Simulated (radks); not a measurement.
# Valence configurations of Cs

An exercise on one series of results from a longer session: the logs are not shown, and one member is left open.

Method: Dirac Kohn-Sham, PBE, spin-unpolarised, spherical densities, finite nucleus; open shells fill j = l - 1/2 first. Code: radks (a radial shooting solver on a logarithmic mesh, Libxc functionals) version 1.

**What is computed**

- element: caesium (Z = 55)
- charge: 0
- electrons: 55
- configuration: [Xe] 6s1
- nuclear rms radius: 4.8041 fm
- others tried: 6s0.5 6p0.5; 6p1; 5d1; 4f1

Set-up of the first run:

Input:

```text
Z 55
configuration [Xe] 6s1
relativity Dirac
functional pbe,pbe
spin unpolarised
j_filling energy
nucleus finite rms 4.8041 fm
c 137.035999084
```

The run is started by

```
> python run_ks.py task.json out
```

This one command runs every case of the session in turn.

Steps of the session up to this table: [Xe] 6s1.

One table of the session follows, with a row left open; its other results are not shown here.

It belongs to the step «[Xe] 6s1». From the orbitals of this run (lengths in bohr):

| level | <r> | outermost maximum (interpolated) | 90 % within | nodes |
| --- | --- | --- | --- | --- |
| 4p1/2 | 0.7207 | 0.657 | 1.05 | 2 |
| 4p3/2 | 0.7481 | 0.681 | 1.09 | 2 |
| 4d3/2 | 0.8307 | 0.716 | 1.26 | 1 |
| 4d5/2 | ? | ? | ? | ? |
| 5s1/2 | 1.742 | 1.55 | 2.52 | 4 |
| 5p1/2 | 2.022 | 1.73 | 2.99 | 3 |
| 5p3/2 | 2.119 | 1.81 | 3.14 | 3 |
| 6s1/2 | 5.690 | 4.79 | 8.48 | 5 |

Estimate the missing values for 4d5/2.

**Answer.** <r>: 0.8411; outermost maximum (interpolated): 0.725; 90 % within: 1.27; nodes: 1. In the column «<r>» it lies between 4d3/2 (0.8307) and 5s1/2 (1.742).
